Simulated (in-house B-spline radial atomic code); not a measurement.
# Cl⁺: ionisation energy by several methods

An exercise on one series of results from a longer session: the logs are not shown, and one member is left open.

The numbers are computed with in-house B-spline radial atomic code version 1 (Dirac-Coulomb, several functionals; spherical all-electron atom at the radial basis limit), except any that are marked as measured or tabulated.

## What is computed

| Quantity | Value |
| --- | --- |
| element | chlorine (Z = 17) |
| charge | +1 |
| electrons | 16 |
| configuration | [Ne] 3s2 3p4 |
| nucleus | Fermi, rms radius 3.365 fm |

Outer shells as boxes (Hund's rule):

[Ne] 3s2 3p4
```
[Ne] core
3s [↑↓]
3p [↑↓][↑ ][↑ ]
```

The boxes only draw the filling; these runs are spin-restricted and spherical.

The first run:

The run's settings:

```ini
Z = 17
electrons = 16.0
configuration = [Ne] 3s2 3p4
hamiltonian = dirac
method = pw91,pw91
spin_polarised = False
nucleus = fermi
rms_radius = 3.3654
mass_number = 35
atomic_mass = 34.968852694
speed_of_light = 137.035999084
```

Steps of the session up to this table: PW91, a GGA; exchange-only LDA; OLYP, a GGA; LDA (VWN5); PBEsol, a GGA; PBE, a GGA.

One table of the session follows, with a row left open; its other results are not shown here.

| method | ΔSCF (eV) | with Breit, QED, recoil (eV) |
| --- | --- | --- |
| exchange-only LDA | 24.107 | 24.104 |
| LDA (VWN5) | 25.531 | 25.528 |
| PW91 | 25.513 | 25.510 |
| OLYP | 25.441 | 25.438 |
| PBEsol | ? | ? |
| PBE | 25.447 | 25.444 |

Estimate the missing values for PBEsol.

As computed: ΔSCF (eV): 25.398; with Breit, QED, recoil (eV): 25.395. In the column «ΔSCF (eV)» it lies between exchange-only LDA (24.107) and OLYP (25.441).

Open shells are averaged (over orientations, and over spins where the run is restricted), while tables refer to the lowest levels. For the semilocal functionals minus the highest level recovers only 75 to 76 % of their own ΔSCF value, a mark of self-interaction.

Members of this set that are not shown: 8 used exact exchange with fractional occupations of an open shell, which is unsound here.
